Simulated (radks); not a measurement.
# The Coulomb parameter U of the 3d shell of Co⁺

The task here is to estimate one member of a computed series from the others.

Program: radks (a radial shooting solver on a logarithmic mesh, Libxc functionals) version 1. Level of theory: scalar-relativistic Kohn-Sham, PBE, spin-unpolarised, spherical densities, point nucleus. These are calculated values, not measurements, unless marked.

### What is computed

* element: cobalt (Z = 27)
* charge: +1
* electrons: 26
* configuration: [Ar] 3d7 4s1

Outer shells as boxes (Hund's rule):

Co⁺
```
[Ar] core
3d [↑↓][↑↓][↑ ][↑ ][↑ ]
4s [↑ ]
```

Set-up of the first run:

The run's settings:

```text
Z 27
configuration [Ar] 3d7 4s1
relativity scalar-relativistic
functional pbe,pbe
spin unpolarised
nucleus point
c 137.035999084
```

Among the steps run: Start: [Ar] 3d7 4s1.

One table of the session follows, with a row left open; its other results are not shown here.

It belongs to the step «Start: [Ar] 3d7 4s1». Radial moments (bohr):

| level | <r> | outermost maximum (interpolated) | 90 % within | nodes |
| --- | --- | --- | --- | --- |
| 1s | 0.05619 | 0.0368 | 0.100 | 0 |
| 2s | ? | ? | ? | ? |
| 2p | 0.2250 | 0.172 | 0.368 | 0 |
| 3s | 0.7740 | 0.669 | 1.16 | 2 |
| 3p | 0.8165 | 0.679 | 1.26 | 1 |
| 3d | 1.047 | 0.669 | 1.83 | 0 |
| 4s | 2.623 | 2.20 | 3.93 | 3 |

Estimate the missing values for 2s.

**Answer.** <r>: 0.2555; outermost maximum (interpolated): 0.213; 90 % within: 0.396; nodes: 1. In the column «<r>» it lies between 2p (0.2250) and 3s (0.7740).
